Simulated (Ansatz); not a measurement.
# Mg3Te (I4/mmm) in Ansatz: a series of runs, part 2 of 2

Ansatz 0.2.0. The steps go on from the part before.

## (3) Relaxation of cell and atoms, PBEsol, target pressure 2 GPa, at which the enthalpy is minimised

input.yaml reads:

```yaml
crystal:
  lattice:
    - [-2.13936, 2.13936, 5.282488]
    - [2.13936, -2.13936, 5.282488]
    - [2.13936, 2.13936, -5.282488]
  atoms:
    - { symbol: Te, position: [0.0, 0.0, 0.0] }
    - { symbol: Mg, position: [0.25, 0.75, 0.5] }
    - { symbol: Mg, position: [0.75, 0.25, 0.5] }
    - { symbol: Mg, position: [0.5, 0.5, 0.0] }
hamiltonian:
  xc: pbesol
  pseudopotentials: { kind: paw }
kpoints:
  mp_grid: { grid: [9, 9, 9] }
scf:
  occupations: { method: fermi_dirac, width: 0.05 }
output:
  forces: true
  stress: true
  eigenvalues: true
relax:
  f_tol: 0.01
  max_steps: 40
  cell: { stress_tol: 0.05, p_target: 2.0 }
```

Potentials or basis: Ansatz PAW.

Run with:

```bash
$ ansatz run input.yaml --threads 2 --pin off --max-ram 5632MiB --backend cpu --events-out ev --progress --plain --runs-dir out
```

Log:

```text
Warning: RAYON_NUM_THREADS=2 ignored (pool sized by the plan → 2); use --threads N
basis.fft_grid_basis auto: the FFT boxes are laid along the combinations [[1, 0, 1], [0, 1, 1], [0, 0, 1]] of the cell's own vectors, 4.279, 4.279 and 6.088 Å long. The dense box has 30×30×45 points. Along the cell's own vectors, as sized, it would have 45×45×45, 2.25 times as many. Of the 16 symmetry operations that the crystal satisfies within crystal.symmetry.tolerance (time reversal apart; of a slab, those that keep its plane) the dense box along the cell's own vectors carries 16, and the one as laid loses 12 of those. basis.fft_grid_basis: typed keeps the cell's own vectors: state it where this run's energies or levels are differenced outside the engine with another run's, or held beside a run that keeps those vectors.
Engine: ansatz 0.2.0, x86_64-unknown-linux-gnu
Pseudopotentials: kind: paw
Pseudopotential: Te, paw, valence charge 16, recommended cutoff 420 eV (normal), Te.paw.azcp
Pseudopotential: Mg, paw, valence charge 10, recommended cutoff 420 eV (normal), Mg.paw.azcp
Functional definition: PBEsol
  exchange = pbesol_x
  correlation = pbesol_c
Crystal: 4 atoms, lattice volume = 96.709 Å³
Basis set: ecut = 420 eV, 1897 PW (Γ), FFT grids on a1+a3, a2+a3, a3, exchange–correlation on 60×60×90 points (8 copies of the dense FFT grid, shifted against one another)
Bands: 28, of which v1, the nominal top of the filled ones, is band 23 counted from 1 (22 counted from 0)
Symmetry: 16 space group operations
Space group: I4/mmm (ITA 139), of the structure as read, at distance tolerance 4.6e-5 Å
k-points: 75 of 729
Non-local potential: Te, projectors of the file, l = 0: 2, l = 1: 2, l = 2: 2, l = 3: 2
Non-local potential: Mg, projectors of the file, l = 0: 3, l = 1: 2, l = 2: 1
PAW form: soft (Blöchl's): semilocal exchange-correlation on the pseudo side does not see the compensation charge
PAW frozen core: Te, regenerated for the run's functional, and the local potential with it (the file was generated under x = pbe(κ = 0.804, μ = 0.2195149727645171), c = pbe(β = 0.06672455060314922))
PAW frozen core: Mg, regenerated for the run's functional, and the local potential with it (the file was generated under x = pbe(κ = 0.804, μ = 0.2195149727645171), c = pbe(β = 0.06672455060314922))
PAW one-centre angular grid: Te, 590 points (default); XC on 64 Gauss nodes
PAW one-centre angular grid: Mg, 110 points (default); XC on 64 Gauss nodes
Initial density: superposition of atomic densities (neutral atoms: chi_scale 0, normalization atom), corrected by the library's trained network
Initial wavefunctions: pseudopotential atomic-orbital guess
Functional: x = pbesol(κ = 0.804, μ = 0.12345679012345678), c = pbesol(β = 0.046)
[... 77 lines left out ...]
Fermi energy:    8.543414 eV
--- Per-component energies (eV) ---
  E_band       = -1269.360174
  E_kinetic    = 409.181391
  E_local      = -5799.218850  (includes V_loc(G=0)·N_el)
  E_nonlocal   = -18.181005
  E_hartree    = 2408.962230
  E_xc         = -210.006278
  E_vxc        = -216.579824  (∫ρ·V_xc dr)
  E_paw        = -5429.363618  (= ΣΔE_a)
  E_vpaw       = -462.486146  (= ΣTr[D̂ρ^β])
  E_aug_tail   = -0.000192  (compensation charges beyond the density's cutoff)
  E_ewald      = -4000.281814
  E_core_change = 0.551402  (= ΣΔE_core)
  E_smearing   = -0.015445  (= −TS)
  E_closure    = 0.000000  (closes the sum)
  Σ components = -12638.372177   (vs F -12638.372177, Δ=0.00e0)
--- Forces (eV/Å), atoms counted from 1 ---
  atom   1  Te    -0.00000000    -0.00000000     0.00000000
  atom   2  Mg     0.00000000     0.00000000     0.00000000
  atom   3  Mg    -0.00000000     0.00000000    -0.00000000
  atom   4  Mg     0.00000000     0.00000000    -0.00000000
  max |Σ_I F_I| component: 1.39e-17 eV/Å
--- Stress (GPa, compression-positive) ---
        1.988792      -0.000000       0.000000
       -0.000000       1.988792       0.000000
        0.000000      -0.000000       2.042045
  P = ⅓ Tr σ = 2.0065 GPa (20.065 kbar)
--- Band table (eV; the first three rows and the last of 75) ---
  k-point 0: bands = ["-67.5907", "-67.4329", "-67.4280", "-34.5531", "-34.5531", "-34.4965", "-34.3886", "-34.3838", "-34.3838", "-34.3829", "-34.3528", "-34.3528", "-28.9260", "-28.9215", "-28.9155", "-28.9118", "-28.9118", "-4.1386", "4.1146", "4.3052", "5.6504", "5.6504", "8.9123", "9.5793", "9.9363", "9.9363", "9.9846", "12.1462"]
  k-point 1: bands = ["-67.5907", "-67.4326", "-67.4283", "-34.5532", "-34.5532", "-34.4964", "-34.3883", "-34.3842", "-34.3833", "-34.3799", "-34.3568", "-34.3525", "-28.9260", "-28.9212", "-28.9153", "-28.9118", "-28.9118", "-4.0322", "3.9389", "4.2194", "5.2032", "5.7871", "8.3621", "9.1372", "9.7085", "10.7656", "11.5755", "12.3918"]
  k-point 2: bands = ["-67.5907", "-67.4318", "-67.4290", "-34.5534", "-34.5534", "-34.4963", "-34.3876", "-34.3851", "-34.3841", "-34.3699", "-34.3672", "-34.3516", "-28.9262", "-28.9202", "-28.9149", "-28.9120", "-28.9119", "-3.7510", "3.3011", "4.4076", "4.4517", "6.2704", "7.5551", "8.0661", "9.8017", "11.6634", "12.4893", "13.3803"]
  k-point 74: bands = ["-67.5907", "-67.4327", "-67.4281", "-34.5532", "-34.5532", "-34.4956", "-34.3893", "-34.3831", "-34.3828", "-34.3828", "-34.3538", "-34.3537", "-28.9260", "-28.9214", "-28.9153", "-28.9118", "-28.9118", "-3.9143", "1.7945", "4.6236", "5.4470", "7.5276", "9.2168", "9.7652", "11.1419", "11.9658", "12.7407", "12.8728"]
--- Relaxed structure (5 steps of the walk, 5 accepted, 1 SCFs on fresh bases) ---
  F+E_penalty+E_count = -12638.37217689 eV   max|allowed force component| = 2.429e-17 eV/Å   (the final SCF, on the basis selected at the relaxed cell)
  cell:  # Å, volume = 89.3000 Å³
    - [-2.114757697305936, 2.114757697305936, 4.991947998148094]
    - [2.114757697305936, -2.114757697305936, 4.991947998148094]
    - [2.114757697305936, 2.114757697305936, -4.991947998148094]
  atoms:
    - { symbol: Te, position: [-2.989066481785788e-36, -1.2307920807353245e-34, -1.2606827455531823e-34] }
    - { symbol: Mg, position: [0.25, 0.75, 0.49999999999999994] }
    - { symbol: Mg, position: [0.75, 0.25, 0.49999999999999994] }
    - { symbol: Mg, position: [0.5, 0.5, -1.4496844034876416e-34] }
```

It took 28 s on 2 threads of Intel Xeon Platinum 8259CL at 2.50GHz (Skylake/Cascade Lake), shared host; peak memory 0.54 GiB.

Results:

- Free energy: -12638.3722 eV
- Relaxed volume: 22.32 Å³/atom
- Relaxed cell: a = 5.819 Å, b = 5.819 Å, c = 5.819 Å, α = 137.38°, β = 137.38°, γ = 61.85°
- Space group after relaxing (to 0.05 Å): I4/mmm (No. 139)
- Energy change on relaxing (the enthalpy is what falls): +3.2 meV/atom
- Ionic steps: 6
- Pressure after relaxing: 2.0 GPa
- Band gap on the k mesh: none (metal or under the smearing width)

Step by step:
| step | energy change (eV) | largest force (eV/Å) | volume (Å³) |
| --- | --- | --- | --- |
| 1 | 0.0000 | 0.0000 | 96.71 |
| 2 | 0.0190 | 0.0000 | 89.44 |
| 3 | 0.0138 | 0.0000 | 89.49 |
| 4 | 0.0164 | 0.0000 | 89.05 |
| 5 | 0.0123 | 0.0000 | 89.30 |
| 6 | 0.0128 | 0.0000 | 89.30 |

Final structure:
```
Te Mg
1.0
    -2.11476    2.11476    4.99195
     2.11476   -2.11476    4.99195
     2.11476    2.11476   -4.99195
Te Mg
1 3
Direct
  0.00000 0.00000 0.00000
  0.25000 0.75000 0.50000
  0.75000 0.25000 0.50000
  0.50000 0.50000 0.00000
```

Caveat: the plane-wave basis is chosen anew once the cell has moved, so the energies of steps on either side of that aren't comparable; the PAW data sets come from PBE, with cores solved anew for the run's functional, which leaves a small shift of forces and pressure.

## (4) Relaxation of cell and atoms, PBEsol, target pressure 5 GPa, at which the enthalpy is minimised

input.yaml, as its differences from that of step 3:

```diff
@@ -24,2 +24,2 @@
   max_steps: 40
-  cell: { stress_tol: 0.05, p_target: 2.0 }
+  cell: { stress_tol: 0.05, p_target: 5.0 }
```

Potentials or basis: Ansatz PAW.

Run with:

```bash
$ ansatz run input.yaml --threads 2 --pin off --max-ram 5632MiB --backend cpu --events-out ev --progress --plain --runs-dir out
```

Log:

```text
Warning: RAYON_NUM_THREADS=2 ignored (pool sized by the plan → 2); use --threads N
basis.fft_grid_basis auto: the FFT boxes are laid along the combinations [[1, 0, 1], [0, 1, 1], [0, 0, 1]] of the cell's own vectors, 4.279, 4.279 and 6.088 Å long. The dense box has 30×30×45 points. Along the cell's own vectors, as sized, it would have 45×45×45, 2.25 times as many. Of the 16 symmetry operations that the crystal satisfies within crystal.symmetry.tolerance (time reversal apart; of a slab, those that keep its plane) the dense box along the cell's own vectors carries 16, and the one as laid loses 12 of those. basis.fft_grid_basis: typed keeps the cell's own vectors: state it where this run's energies or levels are differenced outside the engine with another run's, or held beside a run that keeps those vectors.
[... 4 set-up lines as earlier in the session ...]
[... 135 lines left out ...]
  k-point 2: bands = ["-66.8425", "-66.7019", "-66.6983", "-33.8098", "-33.8098", "-33.7437", "-33.6595", "-33.6582", "-33.6550", "-33.6404", "-33.6372", "-33.6184", "-28.3612", "-28.3543", "-28.3498", "-28.3463", "-28.3462", "-3.3264", "3.8169", "4.8677", "4.9186", "6.9068", "8.1308", "8.7029", "10.5059", "12.4876", "13.2045", "14.2432"]
  k-point 74: bands = ["-66.8425", "-66.7030", "-66.6972", "-33.8095", "-33.8094", "-33.7424", "-33.6615", "-33.6560", "-33.6559", "-33.6537", "-33.6210", "-33.6210", "-28.3610", "-28.3558", "-28.3503", "-28.3461", "-28.3460", "-3.4966", "2.1743", "5.1250", "5.9731", "8.2307", "10.0352", "10.3767", "11.9548", "12.8065", "13.4796", "13.7138"]
--- Relaxed structure (6 steps of the walk, 6 accepted, 1 SCFs on fresh bases) ---
  F+E_penalty+E_count = -12638.26808339 eV   max|allowed force component| = 3.469e-18 eV/Å   (the final SCF, on the basis selected at the relaxed cell)
  cell:  # Å, volume = 84.4456 Å³
    - [-2.079697605814699, 2.079697605814699, 4.881085740119422]
    - [2.079697605814699, -2.079697605814699, 4.881085740119422]
    - [2.079697605814699, 2.079697605814699, -4.881085740119422]
  atoms:
    - { symbol: Te, position: [-4.1435380365054746e-35, -3.828043553290023e-34, -4.139857077273317e-34] }
    - { symbol: Mg, position: [0.25, 0.75, 0.5] }
    - { symbol: Mg, position: [0.75, 0.25, 0.5] }
    - { symbol: Mg, position: [0.5, 0.5, -4.8400299007527335e-34] }
```

It took 32 s on 2 threads of Intel Xeon Platinum 8259CL at 2.50GHz (Skylake/Cascade Lake), shared host; peak memory 0.54 GiB.

What came out:

| Property | Result |
| --- | --- |
| Free energy | -12638.2681 eV |
| Relaxed volume | 21.11 Å³/atom |
| Relaxed cell | a = 5.699 Å, b = 5.699 Å, c = 5.699 Å, α = 137.19°, β = 137.19°, γ = 62.14° |
| Space group after relaxing (to 0.05 Å) | I4/mmm (No. 139) |
| Energy change on relaxing (the enthalpy is what falls) | +29.2 meV/atom |
| Ionic steps | 7 |
| Pressure after relaxing | 5.0 GPa |
| Band gap on the k mesh | none (metal or under the smearing width) |

Step by step:
```csv
step,energy change (eV),largest force (eV/Å),volume (Å³)
1,0.0000,0.0000,96.71
2,0.1345,0.0000,84.38
3,0.1180,0.0000,84.53
4,0.1287,0.0000,84.08
5,0.1176,0.0000,84.40
6,0.1161,0.0000,84.45
7,0.1169,0.0000,84.45
```

Final structure:
```
Te Mg
1.0
    -2.07970    2.07970    4.88109
     2.07970   -2.07970    4.88109
     2.07970    2.07970   -4.88109
Te Mg
1 3
Direct
  0.00000 0.00000 0.00000
  0.25000 0.75000 0.50000
  0.75000 0.25000 0.50000
  0.50000 0.50000 0.00000
```

Levels at points of the mesh, in eV from the Fermi level:
```tsv
k point	band 19	band 20	band 21	band 22	band 23	band 24	band 25	band 26	band 27	band 28
(0.00, 0.00, 0.00)	-4.65	-4.24	-3.03	-3.03	0.45	0.98	1.30	1.37	1.37	3.77
```

Caveat: the plane-wave basis is chosen anew once the cell has moved, so the energies of steps on either side of that aren't comparable; the PAW data sets come from PBE, with cores solved anew for the run's functional, which leaves a small shift of forces and pressure.

## (5) Relaxation of cell and atoms, PBEsol, target pressure 10 GPa, at which the enthalpy is minimised

input.yaml, as its differences from that of step 4:

```diff
@@ -24,2 +24,2 @@
   max_steps: 40
-  cell: { stress_tol: 0.05, p_target: 5.0 }
+  cell: { stress_tol: 0.05, p_target: 10.0 }
```

Potentials or basis: Ansatz PAW.

Run with:

```bash
$ ansatz run input.yaml --threads 2 --pin off --max-ram 5632MiB --backend cpu --events-out ev --progress --plain --runs-dir out
```

Log:

```text
Warning: RAYON_NUM_THREADS=2 ignored (pool sized by the plan → 2); use --threads N
basis.fft_grid_basis auto: the FFT boxes are laid along the combinations [[1, 0, 1], [0, 1, 1], [0, 0, 1]] of the cell's own vectors, 4.279, 4.279 and 6.088 Å long. The dense box has 30×30×45 points. Along the cell's own vectors, as sized, it would have 45×45×45, 2.25 times as many. Of the 16 symmetry operations that the crystal satisfies within crystal.symmetry.tolerance (time reversal apart; of a slab, those that keep its plane) the dense box along the cell's own vectors carries 16, and the one as laid loses 12 of those. basis.fft_grid_basis: typed keeps the cell's own vectors: state it where this run's energies or levels are differenced outside the engine with another run's, or held beside a run that keeps those vectors.
[... 4 set-up lines as earlier in the session ...]
[... 137 lines left out ...]
  k-point 2: bands = ["-65.8272", "-65.7038", "-65.6988", "-32.8009", "-32.8008", "-32.7242", "-32.6665", "-32.6613", "-32.6580", "-32.6430", "-32.6390", "-32.6149", "-27.5743", "-27.5659", "-27.5622", "-27.5581", "-27.5580", "-2.7417", "4.5418", "5.5135", "5.5744", "7.7895", "8.9302", "9.5827", "11.4759", "13.6417", "14.1900", "15.4069"]
  k-point 74: bands = ["-65.8272", "-65.7053", "-65.6973", "-32.8006", "-32.8004", "-32.7205", "-32.6668", "-32.6627", "-32.6626", "-32.6565", "-32.6183", "-32.6183", "-27.5740", "-27.5680", "-27.5630", "-27.5578", "-27.5578", "-2.9191", "2.7076", "5.8271", "6.7121", "9.1989", "11.1670", "11.2160", "13.0997", "13.9715", "14.4993", "14.8807"]
--- Relaxed structure (6 steps of the walk, 6 accepted, 1 SCFs on fresh bases) ---
  F+E_penalty+E_count = -12637.99480031 eV   max|allowed force component| = 1.561e-17 eV/Å   (the final SCF, on the basis selected at the relaxed cell)
  cell:  # Å, volume = 78.4935 Å³
    - [-2.034216737412681, 2.034216737412681, 4.7421907498377225]
    - [2.034216737412681, -2.034216737412681, 4.7421907498377225]
    - [2.034216737412681, 2.034216737412681, -4.7421907498377225]
  atoms:
    - { symbol: Te, position: [2.0255574811435743e-36, -8.131664912864841e-35, -7.701241876601031e-35] }
    - { symbol: Mg, position: [0.25, 0.75, 0.5] }
    - { symbol: Mg, position: [0.75, 0.25, 0.5] }
    - { symbol: Mg, position: [0.5, 0.5, -1.3449162448945014e-34] }
```

Wall time 32 s (2 threads of Intel Xeon Platinum 8259CL at 2.50GHz (Skylake/Cascade Lake), shared host); peak memory 0.54 GiB.

Results:

- Free energy: -12637.9948 eV
- Relaxed volume: 19.62 Å³/atom
- Relaxed cell: a = 5.547 Å, b = 5.547 Å, c = 5.547 Å, α = 136.97°, β = 136.97°, γ = 62.49°
- Space group after relaxing (to 0.05 Å): I4/mmm (No. 139)
- Energy change on relaxing (the enthalpy is what falls): +97.6 meV/atom
- Ionic steps: 7
- Pressure after relaxing: 10.0 GPa
- Band gap on the k mesh: none (metal or under the smearing width)

Step by step:
```tsv
step	energy change (eV)	largest force (eV/Å)	volume (Å³)
1	0.0000	0.0000	96.71
2	0.1603	0.0000	83.71
3	0.4982	0.0000	76.93
4	0.3954	0.0000	78.41
5	0.3949	0.0000	78.40
6	0.3890	0.0000	78.49
7	0.3902	0.0000	78.49
```

Final structure:
```
CELL_PARAMETERS angstrom
-2.03422 2.03422 4.74219
2.03422 -2.03422 4.74219
2.03422 2.03422 -4.74219
ATOMIC_POSITIONS crystal
Te 0.00000 0.00000 0.00000
Mg 0.25000 0.75000 0.50000
Mg 0.75000 0.25000 0.50000
Mg 0.50000 0.50000 0.00000
```

Levels at points of the mesh, in eV from the Fermi level:
```tsv
k point	band 19	band 20	band 21	band 22	band 23	band 24	band 25	band 26	band 27	band 28
(0.00, 0.00, 0.00)	-4.94	-4.24	-3.21	-3.21	0.55	0.90	1.11	1.33	1.33	3.98
```

Caveat: the volume moved by over 15 % at a fixed basis, so the end points are rough; the plane-wave basis is chosen anew once the cell has moved, so the energies of steps on either side of that aren't comparable; the PAW data sets come from PBE, with cores solved anew for the run's functional, which leaves a small shift of forces and pressure. The run has no spin-orbit coupling, so splittings on Te are missing.

## (6) The runs side by side

```tsv
cell	target pressure (GPa)	gap on the mesh (eV)	pressure (GPa)
relaxed	0	none	0.0
relaxed to 2 GPa	2	none	2.0
relaxed to 5 GPa	5	none	5.0
relaxed to 10 GPa	10	none	10.0
```

Alike in all rows: task relaxation of cell and atoms; level PBEsol; potentials or basis Ansatz PAW; no spin polarisation; k mesh 9 × 9 × 9; cutoff (eV) 420; smearing fermi-dirac 0.05 eV.

Caveats: the plane-wave basis is chosen anew once the cell has moved, so the energies of steps on either side of that aren't comparable; the PAW data sets come from PBE, with cores solved anew for the run's functional, which leaves a small shift of forces and pressure; the volume moved by over 15 % at a fixed basis, so the end points are rough (some runs).

Total energies depend on the potentials used, so only differences within one code and one set of settings carry meaning.
